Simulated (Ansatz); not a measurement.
# CH4BFOSi: the cost of one run

Program: the Python package of Ansatz 0.2.0. Level of theory: PBE0/def2-SVP. These are calculated values, not measurements.

### 1 The system

Bond lengths: O1–C2 1.263 Å, C2–B3 1.576 Å, B3–F4 1.483 Å, B3–Si5 1.907 Å, C2–H6 1.097 Å, Si5–H7 1.448 Å, Si5–H8 1.464 Å, Si5–H9 1.532 Å. Angles: O1–C2–B3 119.4°, O1–C2–H6 120.5°, B3–C2–H6 120.1°, C2–B3–F4 115.8°, C2–B3–Si5 121.0°, F4–B3–Si5 123.1°, B3–Si5–H7 109.3°, B3–Si5–H8 107.7°, B3–Si5–H9 109.3°, H7–Si5–H8 112.2°, H7–Si5–H9 109.7°, H8–Si5–H9 108.6°.

No structure file is read: the coordinates are typed or built in the script.

### 2 The code

The input, run_torsion.py:

```python
import ansatz as az
from ase import Atoms


def main() -> None:
    atoms = Atoms(["O", "C", "B", "F", "Si", "H", "H", "H", "H"], positions=[
        (2.5597, 1.0298, -0.4227),
        (1.3495, 0.9699, -0.0663),
        (0.5205, -0.3378, -0.3615),
        (1.2549, -1.4268, -1.0501),
        (-1.2872, -0.5081, 0.2221),
        (0.8803, 1.8118, 0.4579),
        (-1.7856, -1.8182, -0.1404),
        (-2.0581, 0.5695, -0.3997),
        (-1.3455, -0.3366, 1.7436),
    ])

    first = (
        az.Crystal.molecule_from_ase(atoms).calculation()
        .basis(gaussian="def2-SVP")
        .functional("pbe0")
        .relax(force_tolerance=0.02, max_steps=80)
    )
    atoms.positions = first.run(threads=1, backend="cpu").report["positions_ang"]

    start = atoms.get_dihedral(3, 2, 1, 0)
    energies = {}
    for turn in range(0, 360, 40):
        turned = atoms.copy()
        turned.set_dihedral(3, 2, 1, 0, start + turn, indices=[0, 1, 5])
        setup = (
            az.Crystal.molecule_from_ase(turned).calculation()
            .basis(gaussian="def2-SVP")
            .functional("pbe0")
        )
        energies[round((start + turn) % 360)] = setup.run(threads=1, backend="cpu").report["free_energy_ev"]
    floor = min(energies.values())
    print("dihedral F3-B2-C1-O0 (deg)   E - E(min) (kJ/mol)")
    for angle, e in sorted(energies.items()):
        print(f"{angle:8d} {96.485332 * (e - floor):14.3f}  " + "#" * int(30 * (e - floor) / max(max(energies.values()) - floor, 1e-9)))


if __name__ == "__main__":
    main()
```

### 3 The input behind the calls

The engine receives this input (first run):

```yaml
crystal:
  periodic: [false, false, false]
  atoms:
    - { symbol: O, position_ang: [2.5597, 1.0298, -0.4227] }
    - { symbol: C, position_ang: [1.3495, 0.9699, -0.0663] }
    - { symbol: B, position_ang: [0.5205, -0.3378, -0.3615] }
    - { symbol: F, position_ang: [1.2549, -1.4268, -1.0501] }
    - { symbol: Si, position_ang: [-1.2872, -0.5081, 0.2221] }
    - { symbol: H, position_ang: [0.8803, 1.8118, 0.4579] }
    - { symbol: H, position_ang: [-1.7856, -1.8182, -0.1404] }
    - { symbol: H, position_ang: [-2.0581, 0.5695, -0.3997] }
    - { symbol: H, position_ang: [-1.3455, -0.3366, 1.7436] }
basis:
  gaussian:
    orbitals: def2-SVP
hamiltonian:
  xc: pbe0
relax:
  f_tol: 0.02
  max_steps: 80
```

### 4 Running it

On the command line:

```sh
$ python run_torsion.py
```

**Question.** How long does this script take on 1 thread of INTEL XEON PLATINUM 8581C at 2.10GHz (Emerald Rapids), shared host, and how much memory does it need?

About 43 s, with a peak of 0.27 GiB.
